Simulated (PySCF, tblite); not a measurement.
**C8H9F3: geometry, infrared bands, NMR shifts, spin-spin couplings and electronic excitations**

What infrared bands, NMR shifts, spin-spin couplings and electronic excitations should C8H9F3 (`C=C[C@@H]1CC(=C)[C@@H]1C(F)(F)F`) show?

Programs: tblite 0.8.0 and PySCF 2.14.0, with density-fitted response routines of our own. Each step states its level of theory. These are calculated values for one molecule in the gas phase, unless marked as measured. Atoms are numbered from 0 throughout.

## 1. The starting structure

20 atoms, charge 0, multiplicity 1; geometry from: force field or distance geometry start.

Bonds of the start (Å): C0–C1 1.35, C1–C2 1.49, C2–C3 1.57, C3–C4 1.53, C4–C5 1.34, C4–C6 1.53, C6–C7 1.52, C7–F8 1.35, C7–F9 1.36, C7–F10 1.36, C6–C2 1.57, C0–H11 1.08, C0–H12 1.09, C1–H13 1.08, C2–H14 1.09, C3–H15 1.08, C3–H16 1.09, C5–H17 1.09, C5–H18 1.08, C6–H19 1.11.

## 2. Relaxing the molecule with GFN2-xTB

Job settings and geometry (Å):

```
{"job": {"kind": "relax", "xc": "GFN2-xTB", "basis": "xTB"}, "charge": 0, "multiplicity": 1}
C      2.827000     0.741700     0.083400
C      1.732900     0.495100    -0.672400
C      0.741800    -0.511000    -0.203500
C     -0.337600    -0.901400    -1.271700
C     -1.281700    -0.934000    -0.069800
C     -2.454700    -1.536800     0.147100
C     -0.389500    -0.004300     0.760200
C     -0.758600     1.467500     0.811200
F      0.187800     2.177900     1.456100
F     -1.933000     1.633700     1.484500
F     -0.922800     1.990200    -0.431200
H      3.549900     1.472800    -0.238100
H      2.997000     0.244300     1.039700
H      1.589500     1.014300    -1.605700
H      1.237600    -1.394200     0.191800
H     -0.568600    -0.156500    -2.014900
H     -0.137200    -1.860500    -1.756800
H     -2.967800    -1.414700     1.095600
H     -2.905600    -2.157700    -0.605800
H     -0.211500    -0.355800     1.797300
```

Started as:

```bash
$ OMP_NUM_THREADS=2 python probes_run.py task.json out
```

The driver reads the jobs from task.json and runs them one after another.

**Question.** This job is followed by: GFN2-xTB harmonic vibrations, gas phase; PBE0-D3(BJ)/def2-SVP geometry optimisation, gas phase; GIAO PBE0/pcSseg-1 NMR shielding, non-relativistic, gas phase; B3LYP/pcJ-1 indirect spin-spin coupling, non-relativistic, gas phase; TDDFT CAM-B3LYP/def2-SVPD, vertical, gas phase, core orbitals frozen in the response; GIAO mPW1PW91/pcSseg-2 NMR shielding, non-relativistic, gas phase. What will the session give for the following? strongest single infrared mode (GFN2-xTB); zero-point energy (GFN2-xTB); point group; rotational constants (main isotopes); 13C shifts against TMS (PBE0/pcSseg-1); 1H shifts against TMS (PBE0/pcSseg-1); 19F shifts against CFCl3 (PBE0/pcSseg-1, means over atoms taken as alike); surface potential, 1st and 99th percentile; largest coupling of the table (B3LYP/pcJ-1); lowest singlet (CAM-B3LYP/def2-SVPD); brightest single state of those computed; lowest triplet; range of the shift of C4.

The runs gave:

| quantity | value |
| --- | --- |
| strongest single infrared mode (GFN2-xTB) | 1047 cm⁻¹, 174 km/mol |
| zero-point energy (GFN2-xTB) | 93.5 kcal/mol |
| point group | C1 |
| rotational constants (main isotopes) | 1.41, 1.06, 0.71 GHz |
| 13C shifts against TMS (PBE0/pcSseg-1) | 148.4, 146.5, 131.4, 125.6, 120.1, 53.2, 40.6, 39.0 ppm |
| 1H shifts against TMS (PBE0/pcSseg-1) | 6.37, 5.57, 5.50, 5.46, 5.39, 3.09, 2.86, 2.81, 2.74 ppm |
| 19F shifts against CFCl3 (PBE0/pcSseg-1, means over atoms taken as alike) | -81.0 ppm |
| surface potential, 1st and 99th percentile | -0.71 V and 0.93 V |
| largest coupling of the table (B3LYP/pcJ-1) | 1J(C,F) C7–F8, -342.9 Hz |
| lowest singlet (CAM-B3LYP/def2-SVPD) | 6.86 eV (181 nm), f = 0.436 |
| brightest single state of those computed | state 3, 7.33 eV, f = 0.444 |
| lowest triplet | 4.19 eV |
| range of the shift of C4 | 148.4 to 154.4 ppm |

Over 89 steps the energy fell by 0.401 eV; of the close pairs, C0–C1 changed most, 1.352 to 1.320 Å (GFN2-xTB). No mode is imaginary among the 54: a minimum at this level. The strongest single mode, at 1047 cm⁻¹, moves mainly C7. GFN2-xTB is a fitted tight-binding method: band positions and strengths are rough. Its intensities can rank the bands wrongly. Over 14 steps the energy fell by 0.290 eV; of the close pairs, C0–H12 changed most, 1.025 to 1.095 Å (PBE0/def2-SVP). H13 (hydrogen on an alkene CH) lies farthest downfield among hydrogen, at 6.37 ppm; attached to an sp2 carbon and in the plane of the double bond. In the run at B3LYP/pcJ-1, the largest coupling of the table is C7–F8 (mean over like pairs), -342.9 Hz, of which the Fermi-contact term gives -318.5 Hz. Couplings across rotatable bonds belong to this one conformer; where others are populated, the observed values are averages. Density functionals describe couplings to fluorine poorly, F–F couplings above all, so those rows are rough. The first singlet state (HOMO→LUMO 0.52, HOMO−1→LUMO 0.40) lies at 6.86 eV and is bright; of the 10 states computed, the strongest absorption comes from state 3 at 7.33 eV. The lowest triplet lies 2.67 eV below the lowest singlet (triplets in Tamm-Dancoff, singlets in full TDDFT). In ppm, C4 moves most: its shift spreads over 6.0 ppm, from 148.4 (PBE0/pcSseg-1) to 154.4 (mPW1PW91/pcSseg-2).
